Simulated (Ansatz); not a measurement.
# ClHMgO + SiH₄: a complex and its separated parts

Aim: how far the complex at one end of a reaction step lies below its separated, relaxed parts, level by level.

Computed with Ansatz 0.2.0, Gaussian basis. Level: PBE0-D4/def2-TZVP structures, single points in def2-TZVPP, no counterpoise correction.

Levels: SPW92, PBE-D4, BLYP-D4, r2SCAN-D4, B97M-V, PBE0-D4, B3LYP-D4, r2SCAN0-D4, BHLYP-D4, CAM-B3LYP-D4, wB97X-V, wB97M-V, B2PLYP, PBE-QIDH, RPA on PBE, Hartree-Fock, MP2, CCSD, CCSD(T).

Correlated methods freeze the cores. The outer core shell of Li, Na, Mg and K is correlated. B3LYP uses VWN-RPA correlation. B2PLYP carries no dispersion term here.

96 further runs of the same task are left out: 2 that didn't finish, 94 set aside as unsound or not needed.

**1. The system as given**

The complex: 9 atoms, charge 0, spin multiplicity 1.

Atoms are counted from 1 here; the program's logs count them from 0.

Bond lengths: Mg1–Cl3 2.198 Å, Mg1–H4 2.090 Å, Mg1–O5 1.775 Å, Si2–H4 1.508 Å, Si2–H6 1.477 Å, Si2–H7 1.483 Å, Si2–H8 1.477 Å, O5–H9 0.949 Å. Angles: Cl3–Mg1–H4 98.9°, Cl3–Mg1–O5 167.3°, H4–Mg1–O5 93.8°, H4–Si2–H6 108.5°, H4–Si2–H7 104.0°, H4–Si2–H8 108.5°, H6–Si2–H7 111.2°, H6–Si2–H8 113.0°, H7–Si2–H8 111.3°, Mg1–H4–Si2 128.9°, Mg1–O5–H9 146.9°.

Geometry (Å):

```xyz
9

Mg   -0.4670   -0.7957   -1.3094
Si    0.3592    0.5024    1.5597
Cl   -1.0337   -2.3851    0.0998
H     0.2478    0.6117    0.0602
O    -0.1398    0.2337   -2.7178
H     1.2532   -0.6289    1.8810
H     0.9598    1.7947    1.9694
H    -0.9984    0.3410    2.1189
H    -0.1811    0.3262   -3.6617
```

Its parts: ClHMgO holds atoms 1, 3, 5, 9; SiH₄ holds atoms 2, 4, 6, 7, 8. Each part counts its atoms afresh in its own runs.

**2. Relaxing ClHMgO alone**

Input file relax-a/in.yaml:

```yaml
crystal:
  periodic: [false, false, false]
  atoms:
    - {symbol: Mg, position_ang: [-0.467007, -0.795700, -1.309379]}
    - {symbol: Cl, position_ang: [-1.033736, -2.385066, 0.099790]}
    - {symbol: O, position_ang: [-0.139769, 0.233699, -2.717806]}
    - {symbol: H, position_ang: [-0.181126, 0.326154, -3.661725]}
basis:
  gaussian: {orbitals: def2-TZVP}
hamiltonian: {xc: pbe0, dispersion: d4}
relax: {f_tol: 0.005, max_steps: 200}
```

Launch:

```
$ ansatz run in.yaml --threads 4 --pin off --events-out ev --progress --plain --max-ram 9574MiB
```

The runs that follow: Relaxing SiH₄ alone; SPW92/def2-TZVPP; PBE-D4/def2-TZVPP; BLYP-D4/def2-TZVPP; r2SCAN-D4/def2-TZVPP; B97M-V/def2-TZVPP; PBE0-D4/def2-TZVPP; B3LYP-D4/def2-TZVPP; r2SCAN0-D4/def2-TZVPP; BHLYP-D4/def2-TZVPP; CAM-B3LYP-D4/def2-TZVPP; wB97X-V/def2-TZVPP; wB97M-V/def2-TZVPP; B2PLYP/def2-TZVPP; PBE-QIDH/def2-TZVPP; RPA on PBE/def2-TZVPP; CCSD(T)/def2-TZVPP; Vibrations of ClHMgO; Vibrations of SiH₄.

Q: Predict the outcome of this session. Wanted: complex less parts, CCSD(T)/def2-TZVPP; with zero-point energy; largest T1 diagnostic.

As calculated:

```
                              quantity          value
complex less parts, CCSD(T)/def2-TZVPP  -4.9 kcal/mol
                with zero-point energy  -3.5 kcal/mol
                 largest T1 diagnostic          0.011
```

What this shows: At CCSD(T) the complex lies 4.9 kcal/mol below its parts. CAM-B3LYP-D4 is the best functional here (-0.1 kcal/mol from CCSD(T)); SPW92 is the worst (-3.4 kcal/mol). Mean unsigned error by rung: LDA 3.4, GGA 0.8, meta-GGA 0.8, hybrid 0.6, range-separated hybrid 0.2, double hybrid 0.9 kcal/mol. PBE-D4 gives a relative energy 1.2 kcal/mol too low, outside chemical accuracy (1 kcal/mol). No counterpoise was applied, and triple zeta lacks some correlation, so the CCSD(T) reference has a basis error of its own, and close matches with it are partly luck.
